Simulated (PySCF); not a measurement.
**PrSF: other functionals and bases at one geometry**

One table from this session's results is given with a row withheld; the runs are named, their logs left out.

Computed with PySCF 2.14.0. Level: several levels, as the steps say, no spin–orbit coupling.

1 further run of the same task is left out (for a known fault of the program).

## Where the work starts

3 atoms, charge 0, spin multiplicity 1.

Bond lengths: Pr1–S2 2.397 Å, Pr1–F3 2.083 Å. Angles: S2–Pr1–F3 110.2°.

Geometry (Å):

```xyz
3
charge 0, multiplicity 1
Pr   -0.19781    0.00000   -0.47879
S     1.80008    0.00000    0.84563
F    -1.87804    0.00000    0.75189
```

Formal oxidation states: Pr +3. Each metal's 2 4f electrons lie in its core potential, so multiplicities, spins and levels count the valence alone. An earlier session relaxed this geometry at PBE0, Pr lcecp-1-SVP with ECP48, S def2-SVP, F def2-SVP (singlet, point group Cs).

At PBE0 on the finer grid: E = -530.579808 Eh, HOMO -5.82 eV, LUMO -2.35 eV, Mulliken charge on Pr1 +0.83 e, largest force component 0.006 eV/Å. 

Levels to run: TPSS; r2SCAN; PBE0, TZVP. Hardware: 2 threads of Arm Neoverse V2, shared host.

Set-up of the first run:

Contents of run.py (the lines that set the calculation):

```python
mol = gto.M(atom='''
Pr    -0.19781     0.00000    -0.47879
S      1.80008     0.00000     0.84563
F     -1.87804     0.00000     0.75189''',
    basis={'Pr': 'lcecp-1-SVP', 'S': 'def2-SVP', 'F': 'def2-SVP'},
    ecp={'Pr': 'lcecp-1-SVP'},
    charge=0, spin=0)
mf = dft.RKS(mol, xc='TPSS')
mf.grids.atom_grid = (75, 302)  # f atoms: unpruned, at least (60, 302)
mf = mf.density_fit()  # fitting sets: Pr AutoAux, S def2-universal-JKFIT, F def2-universal-JKFIT
mf.conv_tol = 1e-08; mf.max_cycle = 55
mf.kernel(dm0)  # dm0: the density of the relaxed state
```

The run is started by

```
$ OMP_NUM_THREADS=2 python run.py
```

Steps of the session up to this table: TPSS; r2SCAN; PBE0, TZVP.

One of the session's tables, all rows but one given; the rest of the session is left out.

| level | HOMO (eV) | gap (eV) | charge on Pr1 (e) | dipole (D) | largest force component (eV/Å) |
| --- | --- | --- | --- | --- | --- |
| PBE0 (relaxed here) | -5.82 | 3.47 | 0.83 | 8.44 | 0.01 |
| TPSS | -4.80 | 2.05 | 0.79 | 8.08 | 0.52 |
| r2SCAN | -4.96 | 2.48 | 0.82 | 8.29 | 0.34 |
| PBE0, TZVP | ? | ? | ? | ? | ? |

Estimate the missing values for PBE0, TZVP.

The run gave: HOMO (eV): -5.86; gap (eV): 3.50; charge on Pr1 (e): 1.19; dipole (D): 8.72; largest force component (eV/Å): 0.11. In the column «HOMO (eV)» it is the lowest.

In one basis the HOMO–LUMO gap runs from 2.05 eV (TPSS) to 3.47 eV (PBE0). The largest leftover force, 0.52 eV/Å with TPSS, stands at a geometry relaxed at another level. With 4f in the core, its levels are missing from HOMO and gap, and its count is fixed, so no charge can pass from the ligands into it. Total energies of different levels can't be compared.
